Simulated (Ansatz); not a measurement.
# Cl− with C₂H₂: structure and interaction energy

The task here is to estimate one member of a computed series from the others.

Method: PBE0-D4 structure, single points in def2-TZVPPD; program: Ansatz 0.2.0, Gaussian basis.

Levels: PBE-D4, revPBE-D4, BLYP-D4, r2SCAN-D4, B97M-V, PBE0-D4, B3LYP-D4, HSE06-D4, wB97X-V, wB97M-V, B2PLYP, Hartree-Fock, MP2, CCSD, CCSD(T). The reference is CCSD(T) extrapolated to the basis limit.

Correlated methods freeze the cores. B3LYP uses VWN-RPA correlation. B2PLYP carries no dispersion term here.

163 further runs of the same task are left out: 163 set aside as unsound or not needed.

## Where the work starts

The pair, from a GFN2-xTB docking trial: 5 atoms, charge -1, spin multiplicity 1.

Atoms are counted from 1 here; the program's logs count them from 0.

Bond lengths: C2–C3 1.196 Å, C2–H4 1.052 Å, C3–H5 1.063 Å. Angles: C3–C2–H4 179.2°, C2–C3–H5 179.4°.

Coordinates:

| atom | x (Å) | y (Å) | z (Å) |
| --- | --- | --- | --- |
| Cl1 | -1.5234 | 0.1437 | -2.7646 |
| C2 | 0.6885 | -0.0795 | 1.2051 |
| C3 | 0.0749 | 0.0135 | 0.1830 |
| H4 | 1.2205 | -0.1731 | 2.1081 |
| H5 | -0.4605 | 0.0955 | -0.7316 |

Atoms 1 to 1 are fragment A (Cl−), the rest fragment B (C₂H₂).

The first run:

pre/in.yaml reads:

```yaml
crystal:
  periodic: [false, false, false]
  atoms:
    - {symbol: Cl, position_ang: [-1.523400, 0.143700, -2.764600]}
    - {symbol: C, position_ang: [0.688500, -0.079500, 1.205100]}
    - {symbol: C, position_ang: [0.074900, 0.013500, 0.183000]}
    - {symbol: H, position_ang: [1.220500, -0.173100, 2.108100]}
    - {symbol: H, position_ang: [-0.460500, 0.095500, -0.731600]}
basis:
  gaussian: {orbitals: def2-SVPD}
total_charge: -1
hamiltonian: {xc: pbe, dispersion: d4}
relax: {f_tol: 0.03, max_steps: 250}
```

Command:

```bash
ansatz run in.yaml --threads 2 --pin off --events-out ev --progress --plain --max-ram 5222MiB
```

Steps of the session up to this table: A first relaxation in a small basis; Relaxation at PBE0-D4; wB97X-V/def2-TZVPPD; wB97M-V/def2-TZVPPD; B2PLYP/def2-TZVPPD; B97M-V/def2-TZVPPD; CCSD(T)/def2-TZVPPD; MP2/def2-QZVPPD; Hartree-Fock/STO-3G; SPW92/def2-SVP; wB97M-V/def2-SVP; CCSD(T)/def2-SVP; Vibrations of the pair.

One of the session's tables, all rows but one given; the rest of the session is left out.

| method | interaction (kJ/mol) |
| --- | --- |
| PBE-D4 | -50.67 |
| revPBE-D4 | -48.74 |
| BLYP-D4 | -46.56 |
| r2SCAN-D4 | ? |
| B97M-V | -46.89 |
| PBE0-D4 | -50.73 |
| B3LYP-D4 | -47.91 |
| HSE06-D4 | -50.80 |
| wB97X-V | -46.44 |
| wB97M-V | -46.51 |
| B2PLYP | -43.47 |
| Hartree-Fock | -36.17 |
| MP2 | -44.05 |
| CCSD | -41.41 |
| CCSD(T) | -43.04 |
| CCSD(T)/CBS | -46.28 |

Q: Estimate the row for r2SCAN-D4 from the others.

The run gave: interaction (kJ/mol): -48.98. In the column «interaction (kJ/mol)» it lies between PBE-D4 (-50.67) and revPBE-D4 (-48.74).
